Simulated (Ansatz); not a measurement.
# Re: the cost of one run

Program: Ansatz 0.2.0. Level of theory: DFT PBEsol, scalar-relativistic. These are calculated values, not measurements.

## (1) The starting structure

The structure is trigonal, space group R-3m (No. 166). The conventional cell has a = 2.768 Å, b = 2.768 Å, c = 20.096 Å, α = 90.00°, β = 90.00°, γ = 120.00°. Re (site symmetry -3m) is surrounded by 12 Re at 2.75 to 2.77 Å. Re (site symmetry 3m) has 12 Re at 2.74 to 2.77 Å as nearest neighbours.

Coordinates:

```
Re
1.0
     1.38392    0.79901    6.69861
    -1.38392    0.79901    6.69861
     0.00000   -1.59802    6.69861
Re
3
Direct
  0.00000 0.00000 0.00000
  0.22217 0.22217 0.22217
  0.77783 0.77783 0.77783
```

Atoms are numbered in the order of the input: Re1, Re2, Re3.

## (2) After the deformation

Space group R-3m before, R-3m after.

## (3) LAPW, all electrons

The input, input.yaml:

```yaml
crystal:
  lattice:
    - [1.3562446894, 0.7830282365, 6.6986080885]
    - [-1.3562446894, 0.7830282365, 6.6986080885]
    - [0.0, -1.566056473, 6.6986080885]
  atoms:
    - { symbol: Re, position: [0.0, 0.0, 0.0] }
    - { symbol: Re, position: [0.22217388, 0.22217388, 0.22217388] }
    - { symbol: Re, position: [0.77782612, 0.77782612, 0.77782612] }
kpoints:
  mp_grid: { grid: [15, 15, 15] }
  band_path:
    path:
      - [0.0, 0.0, 0.0]
      - [0.5, 0.5, 0.5]
      - [0.8242238353, 0.1757761647, 0.5]
      - [0.5, -0.1757761647, 0.1757761647]
      - [0.5, 0.0, 0.0]
      - [0.0, 0.0, 0.0]
      - [0.3378880824, -0.3378880824, 0.0]
      - [0.6621119176, 0.0, 0.3378880824]
      - [0.5, 0.0, 0.5]
    npoints: 5
scf:
  occupations: { method: fermi_dirac, width: 0.05 }
hamiltonian:
  xc: pbesol
  pseudopotentials: { kind: all_electron, lapw: { basis_error: 0.0005 } }
output:
  forces: true
  stress: true
  eigenvalues: true
```

On the command line:

```console
$ ansatz run input.yaml --threads 1 --pin off --max-ram 6144MiB --backend cpu --events-out ev --progress --plain --runs-dir out
```

What time and memory should one allow on 1 thread of Arm Neoverse V2, shared host?

About 8.5 min, with a peak of 3 GiB.
